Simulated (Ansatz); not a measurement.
# FH₂OSSi radical: small, medium and large basis sets

One table from this session's results is given with a row withheld; the runs are named, their logs left out.

Method: one geometry, several basis sets; program: Ansatz 0.2.0, Gaussian basis.

Levels to be run: PBE0-D4/def2-SVP; ωB97M-V/def2-SVP; PBE0-D4/def2-QZVPP; ωB97M-V/def2-QZVPP; the functionals' def2-TZVPP values are taken from earlier runs.

### The relaxed structure

All runs share one geometry, relaxed beforehand with PBE0-D4 in a triple-zeta def2 set.

SMILES `O[SiH](F)[S]`, 6 atoms, charge 0, spin multiplicity 2.

Atoms are counted from 1 here; the program's logs count them from 0.

Bond lengths: O1–Si2 1.625 Å, O1–H5 0.960 Å, Si2–F3 1.592 Å, Si2–S4 2.123 Å, Si2–H6 1.470 Å. Angles: Si2–O1–H5 118.3°, O1–Si2–F3 112.7°, O1–Si2–S4 109.7°, O1–Si2–H6 106.2°, F3–Si2–S4 105.0°, F3–Si2–H6 107.9°, S4–Si2–H6 115.5°.

Coordinates:

```xyz
6

O    -0.2019    0.4112   -1.2378
Si   -0.1774    0.0296    0.3417
F     0.8031    0.9597    1.1833
S     0.5824   -1.9371    0.5919
H     0.5797    0.2246   -1.7625
H    -1.5437    0.2481    0.8373
```

Set-up of the first run:

Input file in.yaml:

```yaml
crystal:
  periodic: [false, false, false]
  atoms:
    - {symbol: O, position_ang: [-0.201903, 0.411179, -1.237751]}
    - {symbol: Si, position_ang: [-0.177437, 0.029599, 0.341705]}
    - {symbol: F, position_ang: [0.803051, 0.959706, 1.183293]}
    - {symbol: S, position_ang: [0.582359, -1.937052, 0.591917]}
    - {symbol: H, position_ang: [0.579731, 0.224572, -1.762508]}
    - {symbol: H, position_ang: [-1.543702, 0.248097, 0.837344]}
basis:
  gaussian: {orbitals: def2-SVP}
magnetization: {spin_polarized: true, initial_magnetization: 1}
hamiltonian: {xc: pbe0, dispersion: d4}
output: {orbitals: {seedname: orbitals}}
```

Among the steps run: PBE0-D4 in def2-SVP; ωB97M-V in def2-SVP; PBE0-D4 in def2-QZVPP; ωB97M-V in def2-QZVPP.

One table of the session follows, with a row left open; its other results are not shown here.

| functional | basis | HOMO (eV) | LUMO (eV) |
| --- | --- | --- | --- |
| PBE0-D4 | def2-SVP | -7.66 | -4.84 |
| PBE0-D4 | def2-TZVPP | -7.83 | -4.92 |
| PBE0-D4 | def2-QZVPP | ? | ? |
| ωB97M-V | def2-SVP | -9.83 | -2.71 |
| ωB97M-V | def2-TZVPP | -10.03 | -2.90 |
| ωB97M-V | def2-QZVPP | -10.08 | -2.95 |

Q: Estimate the row for PBE0-D4, def2-QZVPP from the others.

As computed: HOMO (eV): -7.87; LUMO (eV): -4.95. In the column «HOMO (eV)» it lies between ωB97M-V, def2-SVP (-9.83) and PBE0-D4, def2-TZVPP (-7.83).
